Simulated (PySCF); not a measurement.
# A gas-phase reaction: FGeH3 + CH2O → CH5FGeO

Wanted: the reaction energy for `[F][GeH3]` + `C=O` → `C[O][GeH2][F]`.

Programs: PySCF 2.14.0. All values are calculated, for the isolated system unless a continuum is named. Atoms count from 0, parts from 1.

## Step 1: Starting point

Each species was relaxed by itself at PBE0-D3(BJ)/def2-SVPD.

## Step 2: Energies of the species: wB97M-D3(BJ)/def2-TZVPD

What the job is given:

```
{"job": {"kind": "react", "xc": "wB97M-D3(BJ)", "basis": "def2-TZVPD"}, "charge": 0, "multiplicity": 1}
-1 FGeH3 charge 0 multiplicity 1
F      1.145010    -0.225880    -1.168060
Ge    -0.085430    -0.000440     0.071600
H     -0.984500     1.133800    -0.433830
H      0.674210     0.366470     1.351650
H     -0.820830    -1.341340     0.178410

-1 CH2O charge 0 multiplicity 1
C     -0.002570     0.002800    -0.000550
O      1.188990    -0.117680     0.045820
H     -0.685520    -0.879100    -0.042820
H     -0.494940     1.004550    -0.003750

+1 CH5FGeO charge 0 multiplicity 1
C     -0.934820    -0.139560    -1.020720
O     -0.766450     0.290210     0.310950
Ge     0.828090     0.274480     1.064710
F      1.347910    -1.402850     1.134170
H     -0.788820    -1.227820    -1.115790
H     -1.961300     0.103340    -1.327790
H     -0.239010     0.369000    -1.711770
H      0.649510     0.766660     2.497190
H      1.864790     0.966460     0.169200
```

With the program's defaults for keys left out, this is: wB97M-D3(BJ)/def2-TZVPD reaction energy of separated species, gas phase.

Started as:

```bash
> OMP_NUM_THREADS=1 python cluster_run.py task.json out
```

The driver reads the jobs from task.json and runs them one after another.

**Question.** The jobs that follow are: PBE0-D3(BJ)/def2-TZVPD reaction energy of separated species, gas phase. Predict: reaction energy (wB97M-D3(BJ)/def2-TZVPD); ΔH, ΔG at 298 K (xTB thermal terms). Thermal terms come from harmonic xTB runs on each species.

**Answer**, as computed:

| quantity | value |
| --- | --- |
| reaction energy (wB97M-D3(BJ)/def2-TZVPD) | -34.03 kcal/mol |
| ΔH, ΔG at 298 K (xTB thermal terms) | -29.8, -20.0 kcal/mol |
| range of the reaction energy over the runs of this table | -36.97 to -34.03 kcal/mol |

In words: The reaction is exothermic by 29.8 kcal/mol in the gas phase; dispersion gives -1.66, and xTB itself gave -44.08 for the electronic energy (xTB energies and thermal terms come from the earlier relaxation of each species, not shown). No barrier was sought. xTB and this level differ widely in the electronic energy, so what comes from xTB (the thermal terms above all) is less safe here. The reaction energy runs from -36.97 (PBE0-D3(BJ)/def2-TZVPD) to -34.03 kcal/mol (wB97M-D3(BJ)/def2-TZVPD).
